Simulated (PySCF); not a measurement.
**Bi(CH3)H4: other functionals and bases at one geometry**

The task here is to estimate one member of a computed series from the others.

The runs use PySCF 2.14.0; several levels, as the steps say, no spin–orbit coupling.

3 further runs of the same task are left out: 2 for a known fault of the program, 1 that didn't finish.

## Starting geometry

9 atoms, charge 0, spin multiplicity 1.

Bond lengths: Bi1–C2 2.320 Å, Bi1–H6 1.859 Å, Bi1–H7 1.807 Å, Bi1–H8 1.807 Å, Bi1–H9 1.807 Å, C2–H3 1.100 Å, C2–H4 1.100 Å, C2–H5 1.100 Å. Angles: C2–Bi1–H6 180.0°, C2–Bi1–H7 90.3°, C2–Bi1–H8 90.3°, C2–Bi1–H9 90.3°, H6–Bi1–H7 89.7°, H6–Bi1–H8 89.7°, H6–Bi1–H9 89.7°, H7–Bi1–H8 120.0°, H7–Bi1–H9 120.0°, H8–Bi1–H9 120.0°, Bi1–C2–H3 108.4°, Bi1–C2–H4 108.4°, Bi1–C2–H5 108.4°, H3–C2–H4 110.6°, H3–C2–H5 110.6°, H4–C2–H5 110.6°.

Coordinates:

```csv
atom,x (Å),y (Å),z (Å)
Bi1,0.0000,0.0000,-0.1681
C2,0.0000,0.0000,2.1523
H3,-1.0439,0.0000,2.4986
H4,0.5219,-0.9040,2.4986
H5,0.5219,0.9040,2.4986
H6,0.0000,0.0000,-2.0270
H7,1.8073,0.0000,-0.1775
H8,-0.9036,1.5652,-0.1775
H9,-0.9036,-1.5652,-0.1775
```

Formal oxidation states: Bi +5. An earlier session relaxed this geometry at PBE0, Bi def2-SVP with ECP60, C def2-SVP, H def2-SVP (singlet, point group C3v).

At PBE0 on the finer grid: E = -256.678643 Eh, HOMO -5.82 eV, LUMO -1.45 eV, Mulliken charge on Bi1 +0.50 e, largest force component 0.006 eV/Å. 

Levels to run: HF; wB97X; BLYP; TPSSh; PBE0, TZVP; PBE0, x2c-SVP. Hardware: 2 threads of AMD EPYC 9R14 (Zen 4), shared host.

The first run:

Input file run.py (the lines that set the calculation):

```python
mol = gto.M(atom='''
Bi     0.00000     0.00000    -0.16814
C     -0.00001     0.00000     2.15228
H     -1.04391     0.00001     2.49862
H      0.52192    -0.90404     2.49863
H      0.52194     0.90403     2.49863
H      0.00001     0.00000    -2.02698
H      1.80729    -0.00001    -0.17749
H     -0.90363     1.56516    -0.17751
H     -0.90365    -1.56515    -0.17751''',
    basis={'Bi': 'def2-SVP', 'C': 'def2-SVP', 'H': 'def2-SVP'},
    ecp={'Bi': 'def2-SVP'},
    charge=0, spin=0)
mf = scf.RHF(mol)
mf = mf.density_fit()  # fitting sets: Bi def2-universal-JKFIT, C def2-universal-JKFIT, H def2-universal-JKFIT
mf.conv_tol = 1e-08; mf.max_cycle = 55
mf.kernel(dm0)  # dm0: the density of the relaxed state
```

Launch:

```bash
$ OMP_NUM_THREADS=2 python run.py
```

Steps of the session up to this table: HF; wB97X; BLYP; TPSSh; PBE0, TZVP; PBE0, x2c-SVP.

One table of the session follows, with a row left open; its other results are not shown here.

| level | HOMO (eV) | gap (eV) | charge on Bi1 (e) | dipole (D) | largest force component (eV/Å) |
| --- | --- | --- | --- | --- | --- |
| PBE0 (relaxed here) | -5.82 | 4.38 | 0.50 | 0.61 | 0.01 |
| HF | -8.03 | 9.85 | 0.79 | 0.62 | 0.35 |
| wB97X | -7.91 | 8.44 | 0.62 | 0.55 | 0.30 |
| BLYP | -4.79 | 2.58 | 0.52 | 0.69 | 0.45 |
| TPSSh | ? | ? | ? | ? | ? |
| PBE0, TZVP | -5.92 | 4.25 | 0.44 | 0.60 | 0.28 |
| PBE0, x2c-SVP | -5.85 | 4.38 | 0.50 | 0.61 | 0.13 |

Estimate the missing values for TPSSh.

As computed: HOMO (eV): -5.40; gap (eV): 3.53; charge on Bi1 (e): 0.55; dipole (D): 0.72; largest force component (eV/Å): 0.18. In the column «HOMO (eV)» it lies between PBE0 (relaxed here) (-5.82) and BLYP (-4.79).

In one basis the HOMO–LUMO gap runs from 2.58 eV (BLYP) to 9.85 eV (HF). The largest leftover force, 0.45 eV/Å with BLYP, stands at a geometry relaxed at another level. Total energies of different levels can't be compared.
